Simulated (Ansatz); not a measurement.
# H3InO3: the cost of one run

Program: Ansatz 0.2.0. Level of theory: RKS B3LYP/def2-SVP. These are calculated values, not measurements.

**1. The structure to begin with**

Bond lengths: In1–O2 1.990 Å, O2–H3 1.010 Å, In1–O4 1.990 Å, O4–H5 1.010 Å, In1–O6 1.990 Å, O6–H7 1.010 Å. Angles: In1–O2–H3 109.5°, O2–In1–O4 120.0°, O2–In1–O6 120.0°, O4–In1–O6 120.0°, In1–O4–H5 109.5°, In1–O6–H7 109.5°.

Coordinates:

```xyz
7

In    0.0000    0.0000    0.0000
O     0.0000    0.0000    1.9900
H    -0.9095   -0.2814    2.3271
O     1.7233    0.0000   -0.9950
H     2.0232   -0.9519   -1.1499
O    -1.7233    0.0000   -0.9950
H    -2.2330   -0.8467   -0.7865
```

**2. Preparing the start**

The input, input.yaml:

```yaml
crystal:
  periodic: [false, false, false]
  atoms:
    - { symbol: In, position_ang: [0.0, 0.0, 0.0] }
    - { symbol: O, position_ang: [0.0, 0.0, 1.99] }
    - { symbol: H, position_ang: [-0.9095, -0.2814, 2.3271] }
    - { symbol: O, position_ang: [1.7233, 0.0, -0.995] }
    - { symbol: H, position_ang: [2.0232, -0.9519, -1.1499] }
    - { symbol: O, position_ang: [-1.7233, 0.0, -0.995] }
    - { symbol: H, position_ang: [-2.233, -0.8467, -0.7865] }
basis:
  gaussian: { orbitals: def2-SVP }
hamiltonian:
  xc: b3lyp
relax:
  f_tol: 0.02
  max_steps: 40
```

Started as:

```
$ ansatz run input.yaml --threads 1 --pin off --max-ram 2048MiB --backend cpu --events-out ev --progress --plain --runs-dir out
```

Q: Estimate wall time and peak memory on 1 thread of Intel Xeon 6975P-C (Granite Rapids), shared host.

About 20 s, with a peak of 0.18 GiB.
